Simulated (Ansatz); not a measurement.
# CrPd2: the cost of one run

Computed with Ansatz 0.2.0 (DFT PBE, scalar-relativistic, plane waves, PAW, unless a step's input says otherwise).

## 1. Starting point

Symmetry: Fd-3m, No. 227, cubic system. The conventional cell has a = 6.872 Å, b = 6.872 Å, c = 6.872 Å, α = 90.00°, β = 90.00°, γ = 90.00°. Around Cr (site symmetry -43m) lie 12 Pd at 2.85 Å and 4 Cr at 2.98 Å. Around Pd (site symmetry -3m) lie 6 Pd at 2.43 Å.

Structure file:

```xyz
6
Lattice="0.0000 3.4361 3.4361 3.4361 0.0000 3.4361 3.4361 3.4361 0.0000" Properties=species:S:1:pos:R:3 pbc="T T T"
Cr    0.0000    0.0000    0.0000
Cr    1.7181    1.7181    1.7181
Pd    4.2952    4.2952    4.2952
Pd    4.2952    2.5771    2.5771
Pd    2.5771    2.5771    4.2952
Pd    2.5771    4.2952    2.5771
```

(A quick probe on a coarse mesh, which set the mesh and smearing, is not shown.)

## 3. Coarse relaxation

The input, input.yaml:

```yaml
crystal:
  lattice:
    - [0.0, 3.4361334016, 3.4361334016]
    - [3.4361334016, 0.0, 3.4361334016]
    - [3.4361334016, 3.4361334016, 0.0]
  atoms:
    - { symbol: Cr, position: [0.0, 0.0, 0.0], spin: 3.71 }
    - { symbol: Cr, position: [0.25, 0.25, 0.25], spin: 3.71 }
    - { symbol: Pd, position: [0.625, 0.625, 0.625] }
    - { symbol: Pd, position: [0.125, 0.625, 0.625] }
    - { symbol: Pd, position: [0.625, 0.625, 0.125] }
    - { symbol: Pd, position: [0.625, 0.125, 0.625] }
basis:
  ecutwfc: 420
kpoints:
  mp_grid: { grid: [4, 4, 4] }
hamiltonian:
  xc: pbe
scf:
  occupations: { method: gaussian, width: 0.1 }
  lower_state_search: "off"
output:
  forces: true
  stress: true
  eigenvalues: true
  populations: true
magnetization:
  spin_polarized: true
relax:
  adjacent_minimum: "off"
  f_tol: 0.04
  max_steps: 70
  cell: { stress_tol: 0.4 }
```

Run with:

```bash
ansatz run input.yaml --threads 1 --pin off --max-ram 2560MiB --backend cpu --events-out ev --progress --plain --runs-dir out
```

**Question.** How long does this run take on 1 thread of Arm Neoverse V2, shared host, and how much memory does it need?

About 41 s, with a peak of 0.42 GiB.
